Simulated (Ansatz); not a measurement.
# BW3: a trial structure relaxed

Where does this trial cell of BW3 go when cell and atoms are let free?

Method: DFT PBE, scalar-relativistic, plane waves, PAW, in Ansatz 0.2.0.

1 further run of the same task is left out (it didn't finish).

### Step 1. The starting structure

The structure is cubic, space group Pm-3m (No. 221). The conventional cell has a = 3.976 Å, b = 3.976 Å, c = 3.976 Å, α = 90.00°, β = 90.00°, γ = 90.00°. B (site symmetry m-3m) has 6 W at 1.99 Å as nearest neighbours. Around W (site symmetry 4/mmm) lie 2 B at 1.99 Å.

Structure file:

```
CELL_PARAMETERS angstrom
3.97580 0.00000 0.00000
0.00000 3.97580 0.00000
0.00000 0.00000 3.97580
ATOMIC_POSITIONS crystal
B 0.00000 0.00000 0.00000
W 0.50000 0.00000 0.00000
W 0.00000 0.50000 0.00000
W 0.00000 0.00000 0.50000
```

The cell is invented: random cell by space group and Wyckoff sites (Pm-3m, No. 221). Lengths come from tabulated atomic sizes and are only a guess.

### Step 2. A first look at the guess

input.yaml

```yaml
crystal:
  lattice:
    - [3.97580336, 0.0, 0.0]
    - [0.0, 3.97580336, 0.0]
    - [0.0, 0.0, 3.97580336]
  atoms:
    - { symbol: B, position: [0.0, 0.0, 0.0] }
    - { symbol: W, position: [0.5, 0.0, 0.0] }
    - { symbol: W, position: [0.0, 0.5, 0.0] }
    - { symbol: W, position: [0.0, 0.0, 0.5] }
basis:
  ecutwfc: 420
kpoints:
  mp_grid: { grid: [4, 4, 4] }
hamiltonian:
  xc: pbe
scf:
  occupations: { method: gaussian, width: 0.1 }
  lower_state_search: "off"
output:
  forces: true
  stress: true
  eigenvalues: true
```

Started as:

```bash
$ ansatz run input.yaml --threads 1 --pin off --max-ram 2560MiB --backend cpu --events-out ev --progress --plain --runs-dir out
```

What it wrote, shortened:

```text
[...]
SCF converged after 7 iterations
Free energy (F): -31304.254303 eV
[...]
E sigma→0 (E₀):  -31304.248723 eV
Entropy (-TS):   -0.011160 eV (-2.790 meV/atom)
Fermi energy:    17.282300 eV
[...]
--- Forces (eV/Å), atoms counted from 1 ---
  atom   1  B     -0.00000000     0.00000000     0.00000000
  atom   2  W      0.00000000    -0.00000000     0.00000000
  atom   3  W      0.00000000     0.00000000     0.00000000
  atom   4  W      0.00000000     0.00000000    -0.00000000
[...]
--- Stress (GPa, compression-positive) ---
       34.300395      -0.000000       0.000000
        0.000000      34.300395       0.000000
        0.000000       0.000000      34.300395
  P = ⅓ Tr σ = 34.3004 GPa (343.004 kbar)
--- Band table (eV; the first three rows and the last of 10) ---
  k-point 0: bands = ["-56.5514", "-56.4150", "-56.4150", "-21.3916", "-21.3916", "-21.3916", "-20.6529", "-20.6529", "-20.6529", "-20.4256", "-20.4256", "-20.4256", "5.2128", "11.2074", "13.0248", "13.0248", "13.0248", "13.7971", "13.7971", "17.2520", "17.2520", "17.2520", "18.8343", [...]
[...]
```

It took 1.3 s on 1 thread of Arm Neoverse V1, shared host; peak memory 0.29 GiB.

From the probe: pressure 34.3 GPa, largest force 0.00 eV/Å, gap on this mesh none (metal). A cheap, loose relaxation comes first.

### Step 3. Rough relaxation on the coarse mesh

input.yaml: that of step 2 with these lines changed.

```diff
@@ -23 +23,6 @@
   eigenvalues: true
+relax:
+  adjacent_minimum: "off"
+  f_tol: 0.04
+  max_steps: 70
+  cell: { stress_tol: 0.4 }
```

Started as:

```bash
$ ansatz run input.yaml --threads 1 --pin off --max-ram 2560MiB --backend cpu --events-out ev --progress --plain --runs-dir out
```

What it wrote:

```text
Warning: RAYON_NUM_THREADS=1 ignored (pool sized by the plan → 1); use --threads N
Engine: ansatz 0.2.0, aarch64-unknown-linux-gnu
Pseudopotentials: kind: paw
Pseudopotential: B, paw, valence charge 3, recommended cutoff 420 eV (normal), B.paw.azcp
Pseudopotential: W, paw, valence charge 14, recommended cutoff 420 eV (normal), W.paw.azcp
Functional definition: PBE
  parameter kappa = 0.804
  parameter beta = 0.06672455060314922
  exchange = pbe_x(kappa = kappa, mu = beta*pi^2/3)
  correlation = pbe_c(beta = beta)
Crystal: 4 atoms, lattice volume = 62.846 Å³
Basis set: ecut = 420 eV, 1237 PW (Γ), exchange–correlation on 54×54×54 points (8 copies of the dense FFT grid, shifted against one another)
Bands: 27, of which v1, the nominal top of the filled ones, is band 23 counted from 1 (22 counted from 0)
Symmetry: 48 space group operations
Space group: Pm-3m (ITA 221), of the structure as read, at distance tolerance 4.0e-5 Å
k-points: 10 of 64
Non-local potential: B, projectors of the file, l = 0: 2, l = 1: 2, l = 2: 1
Non-local potential: W, projectors of the file, l = 0: 3, l = 1: 2, l = 2: 2, l = 3: 1
PAW form: soft (Blöchl's): semilocal exchange-correlation on the pseudo side does not see the compensation charge
PAW one-centre angular grid: B, 110 points (default); XC on 64 Gauss nodes
PAW one-centre angular grid: W, 590 points (default); XC on 64 Gauss nodes
Initial density: superposition of atomic densities (neutral atoms: chi_scale 0, normalization atom), corrected by the library's trained network
Initial wavefunctions: pseudopotential atomic-orbital guess
Functional: x = pbe(κ = 0.804, μ = 0.2195149727645171), c = pbe(β = 0.06672455060314922)
SCF iter   1: F=—  HF=-31304.256506 eV  |F-HF|=—  |Δ(HF+E_count)|=         —  Δρ=8.06e-3  dr2=1.98e-2  ethr=1.77e-3  ⟨swp⟩=5.9  Hψ=1137  notcnv=0
preconditioner: auto → Resta (q_TF=auto, 2.581 Å⁻¹)  ε∞=19.5  [insulator: Δε(μ)=0.104 eV  Ē_g=4.991 eV  σ=0.100 eV  W_gap=0.52  n_scr=18 (ndim 8)  ℏωp=21.5 eV  f_vac=0.008  D(μ)=2.23/eV (n_scr^D=18)  ε∞_Penn≈19.5]
SCF iter   2: F=—  HF=-31304.255054 eV  |F-HF|=—  |Δ(HF+E_count)|=   1.45e-3  Δρ=4.68e-3  dr2=7.35e-3  ethr=4.40e-5  ⟨swp⟩=1.7  Hψ=368  notcnv=0
SCF iter   3: F=—  HF=-31304.254302 eV  |F-HF|=—  |Δ(HF+E_count)|=   7.53e-4  Δρ=5.29e-4  dr2=1.99e-4  ethr=1.63e-5  ⟨swp⟩=2.0  Hψ=338  notcnv=0
SCF iter   4: F=—  HF=-31304.254318 eV  |F-HF|=—  |Δ(HF+E_count)|=   1.63e-5  Δρ=1.67e-4  dr2=2.49e-5  ethr=4.42e-7  ⟨swp⟩=2.1  Hψ=332  notcnv=0
SCF iter   5: F=—  HF=-31304.254302 eV  |F-HF|=—  |Δ(HF+E_count)|=   1.63e-5  Δρ=5.95e-5  dr2=3.09e-6  ethr=5.53e-8  ⟨swp⟩=2.0  Hψ=300  notcnv=0
SCF iter   6: F=—  HF=-31304.254303 eV  |F-HF|=—  |Δ(HF+E_count)|=   1.26e-6  Δρ=1.34e-5  dr2=1.65e-7  ethr=6.86e-9  ⟨swp⟩=2.0  Hψ=344  notcnv=0
SCF iter   7: F=-31304.254303 eV  HF=-31304.254303 eV  |F-HF|=1.53e-9  |Δ(HF+E_count)|=   6.23e-8  Δρ=2.59e-6  dr2=3.59e-9  ethr=2.22e-10  ⟨swp⟩=7.0  Hψ=1087  notcnv=0
SCF 1 converged in 7 iterations: F = -31304.254303 eV  dr2 = 3.59e-9
relax step   1: F+E_penalty+E_count = -31304.25430306 eV  Δ(F+E_penalty+E_count) = +0.000e0 eV  max|allowed force component| = 9.598e-29 eV/Å  Δτ_max = 0.0000 Å  P = +34.300 GPa  Ω = 62.846 Å³  (7 SCF iters, dr2 threshold 1.00e-7 eV, accepted)
Crystal: 4 atoms, lattice volume = 72.492 Å³
Basis set: ecut = 420 eV, 1365 PW (Γ), exchange–correlation on 54×54×54 points (8 copies of the dense FFT grid, shifted against one another)
Initial density: handed on by an earlier stage of this run
Initial wavefunctions: those handed on with the density
iter 1 solved again at ethr=2.80e-3 eV; its pass at ethr=3.10e-3 eV (dr2=1.26e0 eV) is discarded
SCF iter   1: F=—  HF=-31305.443638 eV  |F-HF|=—  |Δ(HF+E_count)|=         —  Δρ=2.63e-2  dr2=1.26e0  ethr=2.80e-3  ⟨swp⟩=1.0  Hψ=1582  notcnv=0
preconditioner: auto → LDOS  [metal: Δε(μ)=0.036 eV  Ē_g=4.208 eV  σ=0.100 eV  W_gap=0.20  n_scr=18 (ndim 8)  ℏωp=20.0 eV  f_vac=0.018  D(μ)=2.38/eV (n_scr^D=18)  β→1.0]
SCF iter   2: F=—  HF=-31305.575891 eV  |F-HF|=—  |Δ(HF+E_count)|=   1.32e-1  Δρ=3.21e-2  dr2=1.55e0  ethr=2.80e-3  ⟨swp⟩=3.3  Hψ=505  notcnv=0
SCF iter   3: F=—  HF=-31305.130813 eV  |F-HF|=—  |Δ(HF+E_count)|=   4.45e-1  Δρ=5.06e-3  dr2=3.73e-2  ethr=2.80e-3  ⟨swp⟩=2.0  Hψ=494  notcnv=0  defer=2
SCF iter   4: F=—  HF=-31305.120636 eV  |F-HF|=—  |Δ(HF+E_count)|=   1.02e-2  Δρ=3.50e-4  dr2=7.96e-5  ethr=8.30e-5  ⟨swp⟩=2.1  Hψ=376  notcnv=0  defer=3
SCF iter   5: F=—  HF=-31305.120696 eV  |F-HF|=—  |Δ(HF+E_count)|=   6.02e-5  Δρ=1.05e-4  dr2=7.65e-6  ethr=1.77e-7  ⟨swp⟩=2.2  Hψ=469  notcnv=0  defer=3
SCF iter   6: F=-31305.120696 eV  HF=-31305.120697 eV  |F-HF|=2.65e-7  |Δ(HF+E_count)|=   2.35e-7  Δρ=2.20e-5  dr2=3.78e-7  ethr=8.89e-10  ⟨swp⟩=6.9  Hψ=1445  notcnv=0
SCF 2 converged in 6 iterations: F = -31305.120696 eV  dr2 = 3.78e-7
relax step   2: F+E_penalty+E_count = -31305.12069644 eV  Δ(F+E_penalty+E_count) = -8.664e-1 eV  max|allowed force component| = 2.610e-29 eV/Å  Δτ_max = 0.0000 Å  P = -1.416 GPa  Ω = 72.492 Å³  energy of the carried Pulay correction = -5.617e-3 eV  (6 SCF iters, dr2 threshold 4.00e-7 eV, accepted)
Crystal: 4 atoms, lattice volume = 72.054 Å³
iter 1 solved again at ethr=3.93e-6 eV; its pass at ethr=3.10e-3 eV (dr2=1.77e-3 eV) is discarded
SCF iter   1: F=—  HF=-31305.123712 eV  |F-HF|=—  |Δ(HF+E_count)|=         —  Δρ=9.80e-4  dr2=1.67e-3  ethr=3.93e-6  ⟨swp⟩=2.4  Hψ=1352  notcnv=0
preconditioner: auto → LDOS  [insulator: Δε(μ)=0.200 eV  Ē_g=4.392 eV  σ=0.100 eV  W_gap=0.81  n_scr=18 (ndim 8)  ℏωp=20.0 eV  f_vac=0.011  D(μ)=1.55/eV (n_scr^D=6)  ε∞_Penn≈21.8  β→1.0]
SCF iter   2: F=—  HF=-31305.123709 eV  |F-HF|=—  |Δ(HF+E_count)|=   2.88e-6  Δρ=1.00e-3  dr2=1.64e-3  ethr=3.70e-6  ⟨swp⟩=2.1  Hψ=381  notcnv=0
SCF iter   3: F=—  HF=-31305.123238 eV  |F-HF|=—  |Δ(HF+E_count)|=   4.71e-4  Δρ=3.62e-5  dr2=4.62e-7  ethr=3.64e-6  ⟨swp⟩=2.0  Hψ=370  notcnv=0
SCF iter   4: F=—  HF=-31305.123237 eV  |F-HF|=—  |Δ(HF+E_count)|=   9.23e-7  Δρ=9.39e-6  dr2=3.97e-8  ethr=8.89e-10  ⟨swp⟩=7.0  Hψ=1273  notcnv=0
SCF iter   5: F=-31305.123237 eV  HF=-31305.123237 eV  |F-HF|=4.29e-10  |Δ(HF+E_count)|=   7.33e-9  Δρ=1.92e-6  dr2=9.62e-10  ethr=8.82e-11  ⟨swp⟩=1.7  Hψ=881  notcnv=0
SCF 3 converged in 5 iterations: F = -31305.123237 eV  dr2 = 9.62e-10
relax step   3: F+E_penalty+E_count = -31305.12323748 eV  Δ(F+E_penalty+E_count) = -2.541e-3 eV  max|allowed force component| = 5.103e-30 eV/Å  Δτ_max = 0.0000 Å  P = -0.262 GPa  Ω = 72.054 Å³  energy of the carried Pulay correction = -5.379e-3 eV  (5 SCF iters, dr2 threshold 4.00e-7 eV, accepted)
Basis set: ecut = 420 eV, 1365 PW (Γ), exchange–correlation on 60×60×60 points (8 copies of the dense FFT grid, shifted against one another)
Initial wavefunctions: pseudopotential atomic-orbital guess (no wavefunctions were taken with the density)
iter 1 solved again at ethr=5.73e-8 eV; its pass at ethr=3.10e-3 eV (dr2=2.58e-5 eV) is discarded
SCF iter   1: F=—  HF=-31305.129573 eV  |F-HF|=—  |Δ(HF+E_count)|=         —  Δρ=4.20e-4  dr2=1.14e-5  ethr=5.73e-8  ⟨swp⟩=3.9  Hψ=1919  notcnv=0
preconditioner: auto → Resta (q_TF=auto, 2.522 Å⁻¹)  ε∞=21.9  [insulator: Δε(μ)=0.196 eV  Ē_g=4.385 eV  σ=0.100 eV  W_gap=0.80  n_scr=18 (ndim 8)  ℏωp=20.0 eV  f_vac=0.010  D(μ)=1.55/eV (n_scr^D=6)  ε∞_Penn≈21.9]
SCF iter   2: F=—  HF=-31305.129797 eV  |F-HF|=—  |Δ(HF+E_count)|=   2.25e-4  Δρ=2.20e-4  dr2=3.00e-6  ethr=2.52e-8  ⟨swp⟩=1.8  Hψ=325  notcnv=0
SCF iter   3: F=—  HF=-31305.129873 eV  |F-HF|=—  |Δ(HF+E_count)|=   7.59e-5  Δρ=9.50e-6  dr2=1.52e-8  ethr=6.67e-9  ⟨swp⟩=3.0  Hψ=521  notcnv=0
iter 4 did not close the SCF: its close was put off for the readings that it lacked (scf_convergence_deferred on its scf_iter line)
SCF iter   4: F=-31305.129873 eV  HF=-31305.129873 eV  |F-HF|=2.80e-10  |Δ(HF+E_count)|=   2.06e-8  Δρ=1.45e-6  dr2=9.67e-10  ethr=3.37e-11  ⟨swp⟩=2.0  Hψ=352  notcnv=0
iter 5 did not close the SCF: its close was put off for the readings that it lacked (scf_convergence_deferred on its scf_iter line)
SCF iter   5: F=-31305.129873 eV  HF=-31305.129873 eV  |F-HF|=1.46e-11  |Δ(HF+E_count)|=  5.60e-10  Δρ=1.46e-7  dr2=2.11e-11  ethr=2.15e-12  ⟨swp⟩=2.0  Hψ=350  notcnv=0
SCF iter   6: F=-31305.129873 eV  HF=-31305.129873 eV  |F-HF|=1.09e-11  |Δ(HF+E_count)|=  1.46e-11  Δρ=4.45e-8  dr2=3.15e-12  ethr=1.00e-12  ⟨swp⟩=2.5  Hψ=719  notcnv=0
SCF 4 converged in 6 iterations: F = -31305.129873 eV  dr2 = 3.15e-12
relax step   4: F+E_penalty+E_count = -31305.12987332 eV  Δ(F+E_penalty+E_count) = -6.636e-3 eV  max|allowed force component| = 7.135e-30 eV/Å  Δτ_max = 0.0000 Å  P = -0.212 GPa  Ω = 72.054 Å³  stress off target by 2.12e-1 GPa  SCF on the basis re-selected at this cell (its energy is not comparable with the rows above)  (6 SCF iters)
basis re-selected at this cell: Δ(F+E_penalty+E_count) = -6.636e-3 eV, ΔP = +0.050 GPa vs the last step (what re-selecting the basis moved, of the pressure what is left beyond the Pulay correction that the steps carried, after the strain that the cell walked since its last selection, with what the two solves' SCF thresholds leave and, on support functions, any second-order correction that the steps lacked; it is no measure of the basis error at this ecutwfc). The dense FFT grid was sized anew with the basis: this SCF ran on 30×30×30 points, the steps before it on 27×27×27, so part of this shift can come from that change (see relax.cell in the input reference). This SCF's stress stands 2.12e-1 GPa from its target on what of the cell is left free (relax.cell.stress_tol is 4.00e-1 GPa) and its largest allowed force component is 7.13e-30 eV/Å (relax.f_tol is 4.00e-2 eV/Å): within both
SCF converged after 6 iterations
Free energy (F): -31305.129873 eV
Harris-Foulkes:  -31305.129873 eV  (|F-HF|=1.09e-11)
Internal energy: -31305.122113 eV  (E = F + TS)
E sigma→0 (E₀):  -31305.125993 eV
Entropy (-TS):   -0.007760 eV (-1.940 meV/atom)
Fermi energy:    14.585593 eV
--- Per-component energies (eV) ---
  E_band       = -544.104331
  E_kinetic    = 1394.070972
  E_local      = -3097.696820  (includes V_loc(G=0)·N_el)
  E_nonlocal   = 16.413273
  E_hartree    = 1134.516625
  E_xc         = -828.051294
  E_vxc        = -747.866948  (∫ρ·V_xc dr)
  E_paw        = -25766.492033  (= ΣΔE_a)
  E_vpaw       = -378.057924  (= ΣTr[D̂ρ^β])
  E_aug_tail   = -0.000192  (compensation charges beyond the density's cutoff)
  E_ewald      = -4157.882645
  E_smearing   = -0.007760  (= −TS)
  E_closure    = 0.000000  (closes the sum)
  Σ components = -31305.129873   (vs F -31305.129873, Δ=0.00e0)
--- Forces (eV/Å), atoms counted from 1 ---
  atom   1  B     -0.00000000     0.00000000     0.00000000
  atom   2  W      0.00000000     0.00000000     0.00000000
  atom   3  W      0.00000000    -0.00000000    -0.00000000
  atom   4  W      0.00000000     0.00000000     0.00000000
  max |Σ_I F_I| component: 9.33e-30 eV/Å
--- Stress (GPa, compression-positive) ---
       -0.212231      -0.000000       0.000000
       -0.000000      -0.212231      -0.000000
        0.000000      -0.000000      -0.212231
  P = ⅓ Tr σ = -0.2122 GPa (-2.122 kbar)
--- Band table (eV; the first three rows and the last of 10) ---
  k-point 0: bands = ["-59.4249", "-59.3522", "-59.3522", "-23.9717", "-23.9717", "-23.9717", "-23.5492", "-23.5492", "-23.5492", "-23.3745", "-23.3745", "-23.3745", "3.4313", "9.3402", "11.0780", "11.0780", "11.0780", "11.6553", "11.6553", "14.2617", "14.2617", "14.2617", "15.9176", "15.9176", "15.9176", "16.5959", "16.5959"]
  k-point 1: bands = ["-59.4157", "-59.3615", "-59.3521", "-23.9274", "-23.9274", "-23.8902", "-23.5654", "-23.5654", "-23.5532", "-23.4661", "-23.4055", "-23.4055", "4.0409", "9.8755", "11.0854", "11.2394", "11.3401", "11.3401", "12.2332", "12.3500", "13.5509", "13.5509", "15.5154", "16.0013", "16.0013", "16.0578", "16.6249"]
  k-point 2: bands = ["-59.4007", "-59.3766", "-59.3521", "-23.8705", "-23.8705", "-23.7136", "-23.6529", "-23.5969", "-23.5969", "-23.5572", "-23.4337", "-23.4337", "4.9491", "9.1860", "10.9119", "11.4263", "11.8297", "11.8297", "11.8654", "12.7188", "12.7188", "13.5372", "14.6528", "15.1060", "15.9673", "15.9917", "15.9917"]
  k-point 9: bands = ["-59.3764", "-59.3764", "-59.3764", "-24.2704", "-23.8393", "-23.8393", "-23.8393", "-23.4165", "-23.4165", "-23.3600", "-23.3600", "-23.3600", "7.6497", "7.6497", "7.6497", "9.2953", "11.2667", "13.7341", "13.7341", "13.7341", "14.1144", "14.1144", "14.1144", "16.0121", "16.0121", "16.0121", "16.7786"]
--- Relaxed structure (3 steps of the walk, 3 accepted, 1 SCFs on fresh bases) ---
  F+E_penalty+E_count = -31305.12987332 eV   max|allowed force component| = 7.135e-30 eV/Å   (the final SCF, on the basis selected at the relaxed cell)
  cell:  # Å, volume = 72.0538 Å³
    - [4.161204362327566, 4.4296388720906425e-33, -1.5407439555097885e-33]
    - [-1.4765462906968809e-33, 4.161204362327565, 0.0]
    - [4.49383653690355e-34, 0.0, 4.161204362327565]
  atoms:
    - { symbol: B, position: [-5.4092760041143165e-34, 1.9376511059512783e-34, -4.0367731373986943e-35] }
    - { symbol: W, position: [0.5, -1.808474365554566e-33, 4.440450451138434e-34] }
    - { symbol: W, position: [2.5916083542098768e-33, 0.5, 5.651482392357821e-35] }
    - { symbol: W, position: [3.108315315796894e-33, 4.521185913886398e-34, 0.5] }
```

Wall time 5.8 s (1 thread of Arm Neoverse V1, shared host); peak memory 0.31 GiB.

Relaxation path:

| step | E - E(step 1) (eV/cell) | largest force component (eV/Å) | pressure (GPa) | volume (Å³) |
| --- | --- | --- | --- | --- |
| 1 | 0.0000 | 0.0000 | 34.30 | 62.85 |
| 2 | -0.8664 | 0.0000 | -1.42 | 72.49 |
| 3 | -0.8689 | 0.0000 | -0.26 | 72.05 |
| 4 | -0.8756 | 0.0000 | -0.21 | 72.05 |

Step 1 is the start. Step 4 repeats the geometry before it on a plane-wave basis chosen anew for that cell, so its energy need not be comparable with the rows above.

|  | before | after | change |
| --- | --- | --- | --- |
| a (Å) | 3.976 | 4.161 | +4.7 % |
| b (Å) | 3.976 | 4.161 | +4.7 % |
| c (Å) | 3.976 | 4.161 | +4.7 % |
| volume (Å³/atom) | 15.71 | 18.01 | +14.7 % |
| shortest distance (Å) | 1.988 | 2.081 | +4.7 % |
| space group (0.01 Å) | Pm-3m | Pm-3m | same |

The run keeps the 48 symmetry operations of the start, so it could not have lowered the symmetry.

### Step 4. Relaxation on the finer mesh

The end of the coarse run is made exact in the group found at a tolerance of 0.06 Å and reduced to its primitive cell.

input.yaml

```yaml
crystal:
  lattice:
    - [4.1612043623, 0.0, 0.0]
    - [0.0, 4.1612043623, 0.0]
    - [0.0, 0.0, 4.1612043623]
  atoms:
    - { symbol: B, position: [0.0, 0.0, 0.0] }
    - { symbol: W, position: [0.5, 0.0, 0.0] }
    - { symbol: W, position: [0.0, 0.5, 0.0] }
    - { symbol: W, position: [0.0, 0.0, 0.5] }
basis:
  ecutwfc: 420
kpoints:
  mp_grid: { grid: [12, 12, 12] }
hamiltonian:
  xc: pbe
scf:
  occupations: { method: gaussian, width: 0.1 }
output:
  forces: true
  stress: true
  eigenvalues: true
relax:
  adjacent_minimum: "off"
  f_tol: 0.01
  max_steps: 80
  cell: { stress_tol: 0.05 }
```

Started as:

```bash
$ ansatz run input.yaml --threads 1 --pin off --max-ram 2560MiB --backend cpu --events-out ev --progress --plain --runs-dir out
```

What it wrote, shortened:

```text
Warning: RAYON_NUM_THREADS=1 ignored (pool sized by the plan → 1); use --threads N
[...]
[... 4 set-up lines as earlier in the session ...]
[...]
Crystal: 4 atoms, lattice volume = 72.054 Å³
Basis set: ecut = 420 eV, 1365 PW (Γ), exchange–correlation on 60×60×60 points (8 copies of the dense FFT grid, shifted against one another)
Bands: 27, of which v1, the nominal top of the filled ones, is band 23 counted from 1 (22 counted from 0)
[... 1 set-up line as earlier in the session ...]
Space group: Pm-3m (ITA 221), of the structure as read, at distance tolerance 4.2e-5 Å
k-points: 84 of 1728
[...]
SCF iter   1: F=—  HF=-31305.131005 eV  |F-HF|=—  |Δ(HF+E_count)|=         —  Δρ=7.35e-3  dr2=1.54e-2  ethr=1.77e-3  ⟨swp⟩=5.2  Hψ=9462  notcnv=0
[...]
        0.049604      -0.000000       0.000000
       -0.000000       0.049604       0.000000
        0.000000       0.000000       0.049604
  P = ⅓ Tr σ = 0.0496 GPa (0.496 kbar)
--- Band table (eV; the first three rows and the last of 84) ---
[... band rows left out ...]
[...]
--- Relaxed structure (2 steps of the walk, 2 accepted, 1 SCFs on fresh bases) ---
  F+E_penalty+E_count = -31305.13127935 eV   max|allowed force component| = 1.186e-28 eV/Å   (the final SCF, on the basis selected at the relaxed cell)
  cell:  # Å, volume = 72.0043 Å³
    - [4.160250373329132, -6.419766481290786e-35, 0.0]
    - [-6.419766481290786e-35, 4.160250373329132, 0.0]
    - [0.0, 0.0, 4.160250373329132]
  atoms:
    - { symbol: B, position: [-1.8832598265254196e-39, 1.1770373915783874e-39, 1.8832598265254196e-39] }
    - { symbol: W, position: [0.5000000000000001, -1.6478523482111948e-39, -1.8832598265254196e-39] }
    - { symbol: W, position: [-1.883259826526698e-39, 0.5000000000000001, -1.8832598265254196e-39] }
    - { symbol: W, position: [-1.8832598265254196e-39, 1.3418226263993614e-38, 0.5000000000000001] }
```

It took 30 s on 1 thread of Arm Neoverse V1, shared host; peak memory 0.41 GiB.

Step by step:

| step | E - E(step 1) (eV/cell) | largest force component (eV/Å) | pressure (GPa) | volume (Å³) |
| --- | --- | --- | --- | --- |
| 1 | 0.0000 | 0.0000 | -0.08 | 72.05 |
| 2 | 0.0000 | 0.0000 | 0.05 | 72.00 |
| 3 | 0.0000 | 0.0000 | 0.05 | 72.00 |

Step 1 is the start. Step 3 repeats the geometry before it on a plane-wave basis chosen anew for that cell, so its energy need not be comparable with the rows above.

|  | before | after | change |
| --- | --- | --- | --- |
| a (Å) | 4.161 | 4.160 | 0.0 % |
| b (Å) | 4.161 | 4.160 | 0.0 % |
| c (Å) | 4.161 | 4.160 | 0.0 % |
| volume (Å³/atom) | 18.01 | 18.00 | -0.1 % |
| shortest distance (Å) | 2.081 | 2.080 | 0.0 % |
| space group (0.01 Å) | Pm-3m | Pm-3m | same |

Forces and stress were held to the start's 48 operations: a distortion of lower symmetry was not tested.

### Step 5. Results

```
                              quantity                                                                      value
symmetry at the end (tolerance 0.05 Å)                                                space group Pm-3m (No. 221)
                     conventional cell  a = 4.160 Å, b = 4.160 Å, c = 4.160 Å, α = 90.00°, β = 90.00°, γ = 90.00°
                                volume                                                              18.00 Å³/atom
              energy over the elements                                                              +1.32 eV/atom
                       gap on the mesh                                                               none (metal)
```

**Reading.** The space group Pm-3m (No. 221) is kept, and the volume per atom grows by 14.6 % from the first guess. The formation energy is positive, so the separate elements lie lower. No finished test with a distortion of lower symmetry is shown, so the end may be a saddle point. The runs treat W without spin-orbit coupling.
